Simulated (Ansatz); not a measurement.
**SnH₃Cl: a ladder of functionals and wavefunction methods**

How much do the methods differ for SnH₃Cl? The plan is to run it at one geometry with functionals of several rungs and with coupled cluster, and see how far each lands from CCSD(T) at the basis-set limit for the atomisation energy.

Computed with Ansatz 0.2.0, Gaussian basis. Level: functionals in def2-TZVPP, the program's frozen cores in correlated methods.

Levels to be run: LDA (SPW92), PBE-D4, revPBE-D4, BLYP-D4, r2SCAN-D4, B97M-V, PBE0-D4, B3LYP-D4, r2SCANh-D4, r2SCAN0-D4, HSE06-D4, BHLYP-D4, CAM-B3LYP-D4, LC-ωPBE, ωB97X-V, ωB97M-V, B2PLYP, PBE-QIDH; CCSD(T)/def2-SVP; CCSD(T)/def2-TZVPP; MP2/def2-QZVPP; extrapolation to the limit; RPA on PBE.

**1. Structure used throughout**

The geometry comes from an earlier relaxation with PBE0-D4 in a triple-zeta def2 set; it is a stationary point. Sn takes the def2 core potential; no spin-orbit term is included.

SMILES `[Cl][SnH3]`, 5 atoms, charge 0, spin multiplicity 1.

Atoms are counted from 1 here; the program's logs count them from 0.

Bond lengths: Cl1–Sn2 2.334 Å, Sn2–H3 1.700 Å, Sn2–H4 1.700 Å, Sn2–H5 1.700 Å. Angles: Cl1–Sn2–H3 106.1°, Cl1–Sn2–H4 106.1°, Cl1–Sn2–H5 106.1°, H3–Sn2–H4 112.7°, H3–Sn2–H5 112.7°, H4–Sn2–H5 112.7°.

**2. LDA**

This LDA is Slater exchange with PW92 correlation.

in.yaml reads:

```yaml
crystal:
  periodic: [false, false, false]
  atoms:
    - {symbol: Cl, position_ang: [-1.839361, 0.332408, 1.029866]}
    - {symbol: Sn, position_ang: [0.168907, -0.044531, -0.097513]}
    - {symbol: H, position_ang: [-0.120467, 0.362884, -1.722403]}
    - {symbol: H, position_ang: [0.522669, -1.694171, 0.111123]}
    - {symbol: H, position_ang: [1.318153, 0.969910, 0.637428]}
basis:
  gaussian: {orbitals: def2-TZVPP}
hamiltonian: {xc: lda}
output: {orbitals: {seedname: orbitals}}
```

The runs that follow: PBE-D4 (GGA); revPBE-D4 (GGA); BLYP-D4 (GGA); r2SCAN-D4 (meta-GGA); B97M-V (meta-GGA); PBE0-D4 (hybrid); B3LYP-D4 (hybrid); r2SCANh-D4 (hybrid); r2SCAN0-D4 (hybrid); HSE06-D4 (hybrid); BHLYP-D4 (hybrid); CAM-B3LYP-D4 (range-separated); LC-ωPBE-D4 (range-separated); ωB97X-V (range-separated); ωB97M-V (range-separated); B2PLYP (double hybrid); PBE-QIDH (double hybrid); CCSD(T) in def2-SVP; CCSD(T) in def2-TZVPP; MP2 in def2-QZVPP; RPA on PBE orbitals.

Q: Predict the results of all the runs planned. Wanted: atomisation energy, CCSD(T)/CBS; farthest beyond LDA; mean size of error, GGA; mean size of error, meta-GGA; mean size of error, hybrid; mean size of error, range-separated; mean size of error, double hybrid; gap, smallest and largest; T1 diagnostic.

**Answer**, as computed:

| quantity | value |
| --- | --- |
| atomisation energy, CCSD(T)/CBS | 1169.1 kJ/mol |
| functionals within 11.7 kJ/mol (1.0 %) | ωB97X-V |
| farthest beyond LDA | revPBE-D4 (-59.8 kJ/mol) |
| mean size of error, GGA | 47.2 kJ/mol |
| mean size of error, meta-GGA | 23.8 kJ/mol |
| mean size of error, hybrid | 33.2 kJ/mol |
| mean size of error, range-separated | 18.2 kJ/mol |
| mean size of error, double hybrid | 40.3 kJ/mol |
| gap, smallest and largest | 5.40 eV (LDA (SPW92)), 12.58 eV (LC-ωPBE) |
| T1 diagnostic | 0.0118 |
| triples share of the correlation energy | 3.0 % |

The LDA atomisation energy is off by 126.7 kJ/mol (11 %): it overbinds. PBE-D4 is off by -35.9 kJ/mol. Double hybrids carry the basis error of their MP2 part in triple zeta, and no dispersion term here, so their miss is partly the set-up's. By mean error the best rung here is range-separated (18.2 kJ/mol) and the worst beyond LDA is GGA (47.2 kJ/mol). The gap between the best rungs is small, so their order is not settled. Misses under about 11.7 kJ/mol are within the doubt on the reference itself, which lacks core-valence correlation, spin-orbit coupling and higher excitations, and its outer-core shells are covered unevenly. All levels share the lack of spin-orbit coupling, which lowers the free heavy atoms and so the true binding. Hartree-Fock recovers 72 % of the binding; the rest is correlation. CCSD(T) in def2-SVP is off by -108.2 kJ/mol, more than most functionals: a good method in a small basis is no reference. The gap grows from 5.4 to 12.6 eV across the functionals, mostly with the share of exact exchange. Correlated methods include outer-core shells of Sn, which these sets cover unevenly.
